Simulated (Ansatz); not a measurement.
# HOW: the cost of one run

The runs use Ansatz 0.2.0, Gaussian basis; def2-SVP, all electrons in the functionals, frozen cores in the correlation of double hybrids and RPA.

Plan: wB97M-V, B2PLYP, RPA-PBE, at charge 0, doublet; charge 0, quartet; charge 1, singlet; charge 1, triplet; displaced geometry v1; displaced geometry v2.

30 further runs of the same task are left out: 3 for a known fault of the program, 13 that didn't finish, 14 set aside as unsound or not needed.

**1. The geometry**

The geometry is a PBE0/def2-TZVP stationary point (not a proven minimum). No spin-orbit coupling is included. Elements past krypton take def2 core potentials.

3 atoms, charge 0, spin multiplicity 2.

Atoms are counted from 1 here; the program's logs count them from 0.

Bond lengths: W1–O2 1.840 Å, W1–H3 2.438 Å, O2–H3 0.969 Å. Angles: O2–W1–H3 20.7°, W1–O2–H3 117.1°, W1–H3–O2 42.2°.

No dispersion term is added; wB97M-V holds VV10 nonlocal correlation.

The geometry shown and the zero of energy belong to the point charge 0, doublet. The yardstick, RCCSD(T), and other wave-function levels (R restricted, U unrestricted, valence and pair active spaces) come from earlier runs.

**2. wB97M-V, charge 0, doublet**

File in.yaml:

```yaml
crystal:
  periodic: [false, false, false]
  atoms:
    - {symbol: W, position_ang: [0.000000, 0.005701, 0.157938]}
    - {symbol: O, position_ang: [0.000000, -0.110996, -1.677910]}
    - {symbol: H, position_ang: [0.000000, 0.722005, -2.172591]}
basis:
  gaussian: {orbitals: def2-SVP}
magnetization: {spin_polarized: true, initial_magnetization: 1}
hamiltonian: {xc: {name: wB97M-V}}
output: {orbitals: {seedname: orbitals}}
```

Run with:

```bash
$ ansatz run in.yaml --threads 1 --pin off --events-out ev --progress --plain --max-ram 2393MiB
```

**Question.** How long does this run take on 1 thread of Arm Neoverse V1, shared host, and how much memory does it need?

About 3.1 min, with a peak of 0.26 GiB.
